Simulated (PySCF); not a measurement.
# GeSBr₂: structure of the singlet

The task is one start of a wider search on GeSBr₂: the singlet, built as T-shaped (ligand arrangement 1). It is relaxed, tested by its Hessian and followed downhill if it is a saddle.

The runs use PySCF 2.14.0; PBE0, basis Ge def2-SVP, S def2-SVP, Br def2-SVP, no relativity, density fitting.

### Step 1. The system as given

4 atoms, charge 0, spin multiplicity 1.

Bond lengths: Ge1–S2 2.050 Å, Ge1–Br3 2.350 Å, Ge1–Br4 2.350 Å. Angles: S2–Ge1–Br3 88.0°, S2–Ge1–Br4 176.0°, Br3–Ge1–Br4 88.0°.

Coordinates in bohr (charge 0 multiplicity 1):
```
Ge   -0.8587    0.0000   -1.3916
S    -4.7304    0.0000   -1.2565
Br   -0.8587    0.0000    3.0492
Br    3.5795    0.0000   -1.2367
```

### Step 2. T-shaped (ligand arrangement 1) start, singlet: relaxation

The steps below are one call of a driver around PySCF. For each, scf.py gives the equivalent set-up of the SCF; relaxations use the driver's own optimiser. Before each start the driver seeks the lowest SCF state from one or more starting densities and follows internal instabilities, so scf.py alone need not reach the same state.

The program finds Cs symmetry in the start, which this walk keeps.

The input, scf.py:

```python
from pyscf import gto, scf, dft
mol = gto.M(atom='''
Ge    -0.454417     0.000000    -0.736418
S     -2.503217     0.000000    -0.664918
Br    -0.454417     0.000000     1.613582
Br     1.894183     0.000000    -0.654418''',
    basis={'Ge': 'def2-SVP', 'S': 'def2-SVP', 'Br': 'def2-SVP'},
    charge=0, spin=0)
mf = dft.RKS(mol, xc='PBE0')
mf.grids.atom_grid = (50, 194)
aux = {'Ge': 'def2-universal-JKFIT', 'S': 'def2-universal-JKFIT', 'Br': 'def2-universal-JKFIT'}
mf = mf.density_fit(auxbasis=aux)
mf.kernel()
```

Further steps of the session: Vibrations and properties at this point.

What does the calculation give? Wanted: minimum; geometry; wavenumbers; dipole moment; highest occupied, lowest empty level; polar-tensor charge of Ge1; zero-point energy; atomisation energy.

The runs gave:

```
                                 quantity                                                                   value
                                  minimum                                                            singlet, C2v
                                 geometry  Ge–Br 2.280 Å (×2), Ge–S 2.016 Å; Br–Ge–Br 106.3°, Br–Ge–S 126.8° (×2)
                       wavenumbers (cm⁻¹)              104 (a1), 127 (b2), 130 (b1), 277 (a1), 331 (b2), 586 (a1)
                            dipole moment                                                                  1.65 D
     highest occupied, lowest empty level                                                         -7.56, -2.80 eV
               polar-tensor charge of Ge1                                                                 +1.38 e
                        zero-point energy                                                              9.3 kJ/mol
                      entropy at 298.15 K                                                         352.2 J/(mol K)
atomisation energy (no zero-point energy)                                                              975 kJ/mol
```

In words: The T-shaped (ligand arrangement 1) start (Cs) ends in a minimum of C2v symmetry. The strongest infrared band lies at 331 cm⁻¹ (b2, stretch). Only this shape and spin were tried, so other structures or states may lie lower.
